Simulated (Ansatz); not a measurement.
# CuCH3 (singlet): correlated methods under varied settings at a displaced geometry (v1)

One table from this session's results is given with a row withheld; the runs are named, their logs left out.

Computed with Ansatz 0.2.0, Gaussian basis. Level: the settings change from run to run.

5 further runs of the same task are left out: 2 that didn't finish, 3 set aside as unsound or not needed.

**What is computed**

The geometry is a PBE0/def2-TZVP stationary point (not a proven minimum) with its atoms shifted at random (size 0.040 Å).

5 atoms, charge 0, spin multiplicity 1.

Atoms are counted from 1 here; the program's logs count them from 0.

Bond lengths: Cu1–C2 1.900 Å, C2–H3 1.053 Å, C2–H4 1.062 Å, C2–H5 1.125 Å. Angles: Cu1–C2–H3 112.7°, Cu1–C2–H4 105.6°, Cu1–C2–H5 103.1°, H3–C2–H4 112.0°, H3–C2–H5 108.4°, H4–C2–H5 114.7°.

Set-up of the first run:

in.yaml

```yaml
crystal:
  periodic: [false, false, false]
  atoms:
    - {symbol: Cu, position_ang: [-0.375667, 0.005120, 0.005985]}
    - {symbol: C, position_ang: [1.524301, -0.025688, -0.016839]}
    - {symbol: H, position_ang: [1.914823, -1.002522, -0.056463]}
    - {symbol: H, position_ang: [1.829489, 0.489233, 0.860622]}
    - {symbol: H, position_ang: [1.776046, 0.496592, -0.980857]}
basis:
  gaussian: {orbitals: def2-SVP}
magnetization: {spin_polarized: false}
hamiltonian: {xc: hf}
scf: {lower_state_search: light}
output: {forces: true, orbitals: {seedname: orbitals}}
```

Run with:

```sh
> ansatz run in.yaml --threads 1 --pin off --events-out ev --progress --plain --max-ram 2393MiB
```

Among the steps run: HF/def2-SVP; BCCD on RHF/def2-SVP; BCCD/def2-SVP; CCSD on RHF/6-31G; CCSD(T) on UHF/def2-SVP.

One of the session's tables, all rows but one given; the rest of the session is left out.

```
                             level  from RCCSDT(Q) (meV)
                       HF/def2-SVP               12767.7
              BCCD on RHF/def2-SVP                     ?
BCCD/def2-SVP (on r2SCAN orbitals)                 596.1
                 CCSD on RHF/6-31G                      
           CCSD(T) on UHF/def2-SVP                 -33.6
```

**Question.** Estimate the row for BCCD on RHF/def2-SVP.

**Answer.** from RCCSDT(Q) (meV): 587.7.

Caveats from the session: Hartree-Fock, CASSCF and CASCI lack dynamic correlation by design.
